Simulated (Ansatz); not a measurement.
# B2SbP3: the cost of one run

Method: DFT PBE, scalar-relativistic, plane waves, PAW, in Ansatz 0.2.0.

## Step 1: The starting structure

The structure is tetragonal, space group P4/mmm (No. 123). Conventional cell: a = 4.091 Å, b = 4.091 Å, c = 5.446 Å, α = 90.00°, β = 90.00°, γ = 90.00°. B (site symmetry mmm) is surrounded by 4 P at 2.05 Å. Sb (site symmetry 4/mmm) is surrounded by 6 P at 2.72 to 2.89 Å. P (site symmetry 4/mmm) is surrounded by 4 B at 2.05 Å. P (site symmetry 4/mmm) is surrounded by 4 B at 2.05 Å and 2 Sb at 2.72 Å. Around P (site symmetry 4/mmm) lie 2 P at 2.72 Å and 4 Sb at 2.89 Å.

As a file:

```cif
data_structure
_symmetry_space_group_name_H-M 'P4/mmm'
_symmetry_Int_Tables_number 123
_cell_length_a 4.0913
_cell_length_b 4.0913
_cell_length_c 5.4465
_cell_angle_alpha 90.000
_cell_angle_beta 90.000
_cell_angle_gamma 90.000
_cell_volume 91.17
loop_
_atom_site_label
_atom_site_type_symbol
_atom_site_symmetry_multiplicity
_atom_site_Wyckoff_symbol
_atom_site_fract_x
_atom_site_fract_y
_atom_site_fract_z
_atom_site_occupancy
B1 B 2 f 0.00000 0.50000 0.00000 1
Sb1 Sb 1 b 0.00000 0.00000 0.50000 1
P1 P 1 c 0.50000 0.50000 0.00000 1
P2 P 1 a 0.00000 0.00000 0.00000 1
P3 P 1 d 0.50000 0.50000 0.50000 1
```

The cell was relaxed beforehand at this level, from a database cell with other species swapped in; it is a trial structure. At a tolerance of 0.05 Å it has space group P4/mmm (No. 123); it has 15.19 Å³/atom, an uncorrected energy of +0.66 eV/atom over the elements.

## Step 2: Electronic structure at the relaxed geometry

File input.yaml:

```yaml
crystal:
  lattice:
    - [4.0912625691, 0.0, 0.0]
    - [0.0, 4.0912625691, 0.0]
    - [0.0, 0.0, 5.4464576398]
  atoms:
    - { symbol: B, position: [0.0, 0.5, 0.0] }
    - { symbol: B, position: [0.5, 0.0, 0.0] }
    - { symbol: Sb, position: [0.0, 0.0, 0.5] }
    - { symbol: P, position: [0.5, 0.5, 0.0] }
    - { symbol: P, position: [0.0, 0.0, 0.0] }
    - { symbol: P, position: [0.5, 0.5, 0.5] }
basis:
  ecutwfc: 420
kpoints:
  mp_grid: { grid: [10, 10, 8] }
  band_path:
    path:
      - [[0.0, 0.0, 0.0], [0.0, 0.5, 0.0], [0.5, 0.5, 0.0], [0.0, 0.0, 0.0], [0.0, 0.0, 0.5], [0.0, 0.5, 0.5], [0.5, 0.5, 0.5], [0.0, 0.0, 0.5]]
      - [[0.0, 0.5, 0.0], [0.0, 0.5, 0.5]]
      - [[0.5, 0.5, 0.0], [0.5, 0.5, 0.5]]
    npoints: 14
hamiltonian:
  xc: pbe
scf:
  occupations: { method: gaussian, width: 0.1 }
  n_extra_bands: 15
output:
  forces: true
  stress: true
  eigenvalues: true
  populations: true
  dos: { projected: true, de: 0.02, nscf_kmesh: { grid: [12, 12, 10] } }
  bader: true
  write_density: true
  write_potential: true
  elf: true
  volumetric_format: npy
```

Command:

```console
> ansatz run input.yaml --threads 1 --pin off --max-ram 2560MiB --backend cpu --events-out ev --progress --plain --runs-dir out
```

**Question.** How long does this run take on 1 thread of Intel Xeon at 2.50GHz (Skylake/Cascade Lake), shared host, and how much memory does it need?

About 3.1 min, with a peak of 0.61 GiB.
